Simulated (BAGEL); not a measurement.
# HF/3-21G (density fitting with cc-pvqz-jkfit) run of C2HF3O2 (trifluoroacetic acid)

What is the vertical singlet–triplet gap of C2HF3O2 (trifluoroacetic acid) at HF/3-21G (density fitting with cc-pvqz-jkfit)? 

The calculation is run with BAGEL 1.2.2.

2 further runs of the same task are left out: 2 set aside as unsound or not needed. Runs told in other sessions of the task aren't counted.

## (1) The structure to begin with

C2HF3O2: 8 atoms, total charge 0, spin state singlet. As SMILES, `O=C(O)C(F)(F)F`. The coordinates come from a PBE0-D4/def2-TZVP relaxation. This is one conformer, not always the lowest.

Bond lengths: O1–C2 1.191 Å, C2–O3 1.327 Å, C2–C4 1.545 Å, C4–F5 1.320 Å, C4–F6 1.332 Å, C4–F7 1.332 Å, O3–H8 0.968 Å. Angles: O1–C2–O3 126.5°, O1–C2–C4 123.5°, O3–C2–C4 109.9°, C2–C4–F5 110.3°, C2–C4–F6 110.3°, C2–C4–F7 110.3°, F5–C4–F6 108.7°, F5–C4–F7 108.7°, F6–C4–F7 108.4°, C2–O3–H8 107.7°.

## (2) The energy at HF/3-21G (density fitting with cc-pvqz-jkfit)

Contents of input.json:

```json
{ "bagel" : [

{
  "title" : "molecule",
  "basis" : "3-21g",
  "df_basis" : "cc-pvqz-jkfit",
  "angstrom" : true,
  "geometry" : [
    { "atom" : "O", "xyz" : [    1.701390,   -0.309410,    0.229740 ] },
    { "atom" : "C", "xyz" : [    0.511460,   -0.349980,    0.214300 ] },
    { "atom" : "O", "xyz" : [   -0.253260,   -1.304740,    0.729890 ] },
    { "atom" : "C", "xyz" : [   -0.371350,    0.741370,   -0.431300 ] },
    { "atom" : "F", "xyz" : [    0.382180,    1.695120,   -0.946090 ] },
    { "atom" : "F", "xyz" : [   -1.180850,    1.279960,    0.479630 ] },
    { "atom" : "F", "xyz" : [   -1.119800,    0.216820,   -1.400730 ] },
    { "atom" : "H", "xyz" : [    0.330230,   -1.969150,    1.124540 ] }
  ]
},
{ "title" : "hf" },
{ "title" : "print", "file" : "orbitals.molden", "orbitals" : true }

]}
```

Launch:

```console
$ BAGEL_NUM_THREADS=1 BAGEL input.json > input.out
```

The program printed:

```text
* using 1 threads per process

  ===============================================================
  ===============================================================

  *** Geometry ***

  { "atom" : "O", "xyz" : [      3.215161,     -0.584700,      0.434146 ] },
  { "atom" : "C", "xyz" : [      0.966519,     -0.661366,      0.404968 ] },
  { "atom" : "O", "xyz" : [     -0.478592,     -2.465601,      1.379292 ] },
  { "atom" : "C", "xyz" : [     -0.701750,      1.400986,     -0.815039 ] },
  { "atom" : "F", "xyz" : [      0.722216,      3.203313,     -1.787851 ] },
  { "atom" : "F", "xyz" : [     -2.231483,      2.418774,      0.906369 ] },
  { "atom" : "F", "xyz" : [     -2.116115,      0.409730,     -2.646996 ] },
  { "atom" : "H", "xyz" : [      0.624044,     -3.721154,      2.125073 ] },

  Number of auxiliary basis functions:      793

  Since a DF basis is specified, we compute 2- and 3-index integrals:
    o Being stored without compression. Storage requirement is 0.027 GB

  Number of basis functions:       65
  Number of electrons      :       56

    * METHOD: MOLECULE                             0.61

  *** RHF ***

  === Nuclear Repulsion ===
   338.0997957664

      * DIIS with orbital gradients will be used.

  === RHF iteration (3-21g) ===
      0       -521.13570694          0.03350727           0.14
      1       -521.34065284          0.02387302           0.13
      2       -521.48968735          0.00238689           0.14
      3       -521.49218168          0.00139617           0.14
      4       -521.49300145          0.00028119           0.14
      5       -521.49311105          0.00010707           0.13
      6       -521.49312378          0.00004342           0.13
      7       -521.49312534          0.00001289           0.13
      8       -521.49312548          0.00000376           0.13
      9       -521.49312549          0.00000100           0.13
     10       -521.49312549          0.00000027           0.13
     11       -521.49312549          0.00000015           0.13
     12       -521.49312549          0.00000005           0.13
     13       -521.49312549          0.00000003           0.13
     14       -521.49312549          0.00000001           0.13
     15       -521.49312549          0.00000000           0.13
    * SCF iteration converged.

    * Permanent dipole moment:
           (   -0.052024,     0.830331,    -0.471309) a.u.

    * METHOD: HF                                   2.37

    * METHOD: PRINT                                0.01

  ===============================================================
```

Wall time 3.3 s (1 thread of Arm Neoverse V2, shared host); peak memory 0.14 GiB.

## (3) The triplet at the same level

Contents of job.json:

```json
{ "bagel": [

{
  "title": "molecule",
  "basis": "3-21g",
  "df_basis": "cc-pvqz-jkfit",
  "angstrom": true,
  "geometry": [
    { "atom": "O", "xyz": [       1.701390,      -0.309410,       0.229740 ] },
    { "atom": "C", "xyz": [       0.511460,      -0.349980,       0.214300 ] },
    { "atom": "O", "xyz": [      -0.253260,      -1.304740,       0.729890 ] },
    { "atom": "C", "xyz": [      -0.371350,       0.741370,      -0.431300 ] },
    { "atom": "F", "xyz": [       0.382180,       1.695120,      -0.946090 ] },
    { "atom": "F", "xyz": [      -1.180850,       1.279960,       0.479630 ] },
    { "atom": "F", "xyz": [      -1.119800,       0.216820,      -1.400730 ] },
    { "atom": "H", "xyz": [       0.330230,      -1.969150,       1.124540 ] }
  ]
},

{ "title": "uhf", "nopen": 2 },

{ "title": "print", "file": "orbitals.molden", "orbitals": true }

]}
```

Launch:

```console
$ BAGEL_NUM_THREADS=1 BAGEL job.json > job.out
```

The program printed:

```text
* using 1 threads per process

  ===============================================================
  ===============================================================

  *** Geometry ***

  { "atom" : "O", "xyz" : [      3.215161,     -0.584700,      0.434146 ] },
  { "atom" : "C", "xyz" : [      0.966519,     -0.661366,      0.404968 ] },
  { "atom" : "O", "xyz" : [     -0.478592,     -2.465601,      1.379292 ] },
  { "atom" : "C", "xyz" : [     -0.701750,      1.400986,     -0.815039 ] },
  { "atom" : "F", "xyz" : [      0.722216,      3.203313,     -1.787851 ] },
  { "atom" : "F", "xyz" : [     -2.231483,      2.418774,      0.906369 ] },
  { "atom" : "F", "xyz" : [     -2.116115,      0.409730,     -2.646996 ] },
  { "atom" : "H", "xyz" : [      0.624044,     -3.721154,      2.125073 ] },

  Number of auxiliary basis functions:      793

  Since a DF basis is specified, we compute 2- and 3-index integrals:
    o Being stored without compression. Storage requirement is 0.027 GB

  Number of basis functions:       65
  Number of electrons      :       56

    * METHOD: MOLECULE                             0.61

  *** Open-shell HF ***

  === Nuclear Repulsion ===
   338.0997957664

      * DIIS with orbital gradients will be used.

  === UHF iteration (3-21g) ===
      0       -520.94687221          0.06049216           0.28
      1       -521.18200653          0.04101644           0.29
      2       -521.27936129          0.02436328           0.28
      3       -521.32950281          0.00370200           0.28
      4       -521.33913942          0.00184726           0.27
      5       -521.34098969          0.00086987           0.28
      6       -521.34166127          0.00055577           0.28
      7       -521.34195728          0.00036251           0.28
      8       -521.34209351          0.00020432           0.28
      9       -521.34213140          0.00009291           0.28
     10       -521.34213955          0.00003408           0.28
     11       -521.34214165          0.00001919           0.28
     12       -521.34214237          0.00000963           0.28
     13       -521.34214269          0.00000477           0.28
     14       -521.34214276          0.00000251           0.28
     15       -521.34214277          0.00000113           0.28
     16       -521.34214277          0.00000056           0.28
     17       -521.34214277          0.00000031           0.28
     18       -521.34214277          0.00000022           0.28
     19       -521.34214277          0.00000013           0.28
     20       -521.34214277          0.00000006           0.28
     21       -521.34214277          0.00000003           0.28
     22       -521.34214277          0.00000002           0.28
     23       -521.34214277          0.00000001           0.28
    * SCF iteration converged.

    * S^2 (UHF) is 2.0105

    * Permanent dipole moment:
           (   -0.719226,     0.850909,    -0.504588) a.u.

    * METHOD: UHF                                  6.98

    * METHOD: PRINT                                0.01

  ===============================================================
```

Run time: 7.8 s. Hardware: 1 thread of Arm Neoverse V2, shared host; peak memory 0.14 GiB.

## (4) Outcome

At HF/3-21G (density fitting with cc-pvqz-jkfit):

| quantity | value |
| --- | --- |
| singlet: total energy | -521.49313 Eh |
| singlet: dipole moment | 2.43 D |
| singlet: HOMO energy | -13.48 eV |
| singlet: LUMO energy | 3.42 eV |
| singlet: HOMO–LUMO gap | 16.90 eV |
| triplet: total energy | -521.34214 Eh |
| triplet: dipole moment | 3.11 D |
| triplet: ⟨S²⟩ | 2.010 |
| vertical energy of the triplet above the singlet | 4.108 eV |

**Reading.** At this shape the triplet lies 4.11 eV (396 kJ/mol) above the singlet.
